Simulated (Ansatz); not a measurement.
# Sr2FeH6: the cost of one run

Program: Ansatz 0.2.0. Level of theory: DFT r2SCAN, scalar-relativistic, plane waves, PAW. These are calculated values, not measurements.

### Step 1. Starting point

The structure is cubic, space group Fm-3m (No. 225). The conventional cell has a = 7.415 Å, b = 7.415 Å, c = 7.415 Å, α = 90.00°, β = 90.00°, γ = 90.00°. Sr (site symmetry -43m) is surrounded by 12 H at 2.63 Å. Fe (site symmetry m-3m) is surrounded by 6 H at 1.61 Å. H (site symmetry 4mm) is surrounded by 1 Fe at 1.61 Å.

As a file:

```xyz
9
Lattice="0.0000 3.7077 3.7077 3.7077 0.0000 3.7077 3.7077 3.7077 0.0000" Properties=species:S:1:pos:R:3 pbc="T T T"
Sr    5.5615    5.5615    5.5615
Sr    1.8538    1.8538    1.8538
Fe    0.0000    0.0000    0.0000
H     3.7077    3.7077    5.8022
H     3.7077    1.6131    3.7077
H     1.6131    3.7077    3.7077
H     3.7077    3.7077    1.6131
H     3.7077    5.8022    3.7077
H     5.8022    3.7077    3.7077
```

The structure comes from the Materials Project (structure only).

### Step 2. The base run

Input file input.yaml:

```yaml
crystal:
  lattice:
    - [0.0, 3.70765225, 3.70765225]
    - [3.70765225, 0.0, 3.70765225]
    - [3.70765225, 3.70765225, 0.0]
  atoms:
    - { symbol: Sr, position: [0.75, 0.75, 0.75] }
    - { symbol: Sr, position: [0.25, 0.25, 0.25] }
    - { symbol: Fe, position: [0.0, 0.0, 0.0] }
    - { symbol: H, position: [0.78245799, 0.78245799, 0.21754201] }
    - { symbol: H, position: [0.21754201, 0.78245799, 0.21754201] }
    - { symbol: H, position: [0.78245799, 0.21754201, 0.21754201] }
    - { symbol: H, position: [0.21754201, 0.21754201, 0.78245799] }
    - { symbol: H, position: [0.78245799, 0.21754201, 0.78245799] }
    - { symbol: H, position: [0.21754201, 0.78245799, 0.78245799] }
basis:
  ecutwfc: 500
  fft_grid_basis: typed
kpoints:
  mp_grid: { grid: [8, 8, 8] }
hamiltonian:
  xc: r2scan
  pseudopotentials: { kind: paw }
scf:
  occupations: { method: gaussian, width: 0.05 }
output:
  forces: true
  stress: true
  eigenvalues: true
  bader: true
  write_density: true
  volumetric_format: npy
  elf: true
```

Command:

```console
> ansatz run input.yaml --threads 2 --pin off --max-ram 4096MiB --backend cpu --events-out ev --progress --plain --runs-dir out
```

**Question.** How long does this run take on 2 threads of Arm Neoverse N1, shared host, and how much memory does it need?

About 71 s, with a peak of 0.67 GiB.
